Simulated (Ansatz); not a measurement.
# Cl (Cmce): how far a G0W0 gap depends on its settings

Aim: test how the G0W0 gap of Cl, database structure moves with the number of bands, the screening cutoff and the other choices.

Program: Ansatz 0.2.0. G0W0, plane waves. The values are computed, spin-unpolarised, and not measurements.

## Step 1: The system as given

The cell was relaxed beforehand with r2SCAN+rVV10.

Space group Cmce (No. 64), orthorhombic; conventional cell a = 6.250 Å, b = 4.014 Å, c = 8.147 Å, 25.55 Å³ an atom. Around Cl lie 1 Cl at 2.02 Å.

As a file:

```xyz
4
Lattice="3.1252 -2.0072 0.0000 3.1252 2.0072 0.0000 0.0000 0.0000 8.1466" Properties=species:S:1:pos:R:3 pbc="T T T"
Cl    3.1252   -1.5080    4.9489
Cl    3.1252    1.5080    3.1977
Cl    3.1252   -0.4993    0.8756
Cl    3.1252    0.4993    7.2710
```

## Step 2: 166 empty bands, 80 eV

input.yaml reads:

```yaml
crystal:
  lattice:
    - [3.1252371057, -2.0072452166, 0.0]
    - [3.1252371057, 2.0072452166, 0.0]
    - [0.0, 0.0, 8.1465598679]
  atoms:
    - { symbol: Cl, position: [0.8756350467, 0.1243649533, 0.6074783337] }
    - { symbol: Cl, position: [0.1243649533, 0.8756350467, 0.3925216663] }
    - { symbol: Cl, position: [0.6243649533, 0.3756350467, 0.1074783337] }
    - { symbol: Cl, position: [0.3756350467, 0.6243649533, 0.8925216663] }
kpoints:
  mp_grid: { grid: [4, 4, 2] }
hamiltonian:
  xc: pbe
scf:
  occupations: { method: fixed }
gw:
  n_empty_bands: 166
  ecut_chi: 80
  qp_bands: [v2, c2]
  qp_kpoints: band_edges
  screening: { model: contour_deformation }
```

Started as:

```sh
ansatz run input.yaml --threads 4 --pin off --max-ram 5529MiB --backend cpu --events-out ev --progress --plain --runs-dir out
```

## Step 3: 384 empty bands, 140 eV

Edit input.yaml of step 2 so:

```diff
@@ -17,4 +17,4 @@
 gw:
-  n_empty_bands: 166
-  ecut_chi: 80
+  n_empty_bands: 384
+  ecut_chi: 140
   qp_bands: [v2, c2]
```

## Step 4: 706 empty bands, 210 eV

Edit input.yaml of step 3 so:

```diff
@@ -17,4 +17,4 @@
 gw:
-  n_empty_bands: 384
-  ecut_chi: 140
+  n_empty_bands: 706
+  ecut_chi: 210
   qp_bands: [v2, c2]
```

## Step 5: Starting from HSE06

Edit input.yaml of step 4 so:

```diff
@@ -13,3 +13,3 @@
 hamiltonian:
-  xc: pbe
+  xc: hse06
 scf:
@@ -17,4 +17,4 @@
 gw:
-  n_empty_bands: 706
-  ecut_chi: 210
+  n_empty_bands: 384
+  ecut_chi: 140
   qp_bands: [v2, c2]
```

## Step 6: Starting from LDA

Edit input.yaml of step 5 so:

```diff
@@ -13,3 +13,3 @@
 hamiltonian:
-  xc: hse06
+  xc: lda
 scf:
```

## Step 7: Starting from r2SCAN

Edit input.yaml of step 6 so:

```diff
@@ -13,3 +13,3 @@
 hamiltonian:
-  xc: lda
+  xc: r2scan
 scf:
```

## Step 8: A plasmon pole in place of the full frequency dependence

Edit input.yaml of step 7 so:

```diff
@@ -13,3 +13,3 @@
 hamiltonian:
-  xc: r2scan
+  xc: pbe
 scf:
@@ -21,2 +21,2 @@
   qp_kpoints: band_edges
-  screening: { model: contour_deformation }
+  screening: { model: godby_needs }
```

## Step 9: A finer mesh, 6×6×2

Edit input.yaml of step 8 so:

```diff
@@ -11,3 +11,3 @@
 kpoints:
-  mp_grid: { grid: [4, 4, 2] }
+  mp_grid: { grid: [6, 6, 2] }
 hamiltonian:
@@ -17,6 +17,6 @@
 gw:
-  n_empty_bands: 384
-  ecut_chi: 140
+  n_empty_bands: 166
+  ecut_chi: 80
   qp_bands: [v2, c2]
   qp_kpoints: band_edges
-  screening: { model: godby_needs }
+  screening: { model: contour_deformation }
```

## Step 10: Norm-conserving pseudopotentials

Edit input.yaml of step 9 so:

```diff
@@ -11,5 +11,6 @@
 kpoints:
-  mp_grid: { grid: [6, 6, 2] }
+  mp_grid: { grid: [4, 4, 2] }
 hamiltonian:
   xc: pbe
+  pseudopotentials: { kind: nc }
 scf:
@@ -17,4 +18,4 @@
 gw:
-  n_empty_bands: 166
-  ecut_chi: 80
+  n_empty_bands: 384
+  ecut_chi: 140
   qp_bands: [v2, c2]
```

Q: Predict the outcome of this session. Wanted: for each run, start; potentials; frequencies; empty bands; cutoff; Kohn-Sham gap; G0W0 gap.

**Answer**, as computed:

```
 start  potentials  frequencies  empty bands  cutoff (eV)   mesh  Kohn-Sham gap (eV)  G0W0 gap (eV)
   PBE         PAW         full          166           80  4×4×2                2.20           4.48
   PBE         PAW         full          384          140  4×4×2                2.20           4.55
   PBE         PAW         full          706          210  4×4×2                2.20           4.55
 HSE06         PAW         full          384          140  4×4×2                3.80           5.75
   LDA         PAW         full          384          140  4×4×2                2.05           4.32
r2SCAN         PAW         full          384          140  4×4×2                2.57           4.94
   PBE         PAW         pole          384          140  4×4×2                2.20           4.74
   PBE         PAW         full          166           80  6×6×2                2.20           4.48
   PBE          NC         full          384          140  4×4×2                2.18           4.51
```

Gaps are those on each run's own mesh.

What this shows: With bands and cutoff raised together, from 166 bands at 80 eV to 706 at 210 eV, the gap moves by +0.08 eV, and on the last rung by +0.01 eV; extrapolated in 1/N from the last two rungs, the limit on this k mesh would lie near 4.6 eV. The starting point matters: against PBE, HSE06 gives +1.20 eV, LDA gives -0.22 eV, r2SCAN gives +0.39 eV. The plasmon pole changes the gap by +0.198 eV. Norm-conserving potentials change it by -0.031 eV. On the finer mesh the quasiparticle shift is +2.27 eV, against +2.28 eV on the coarse one.
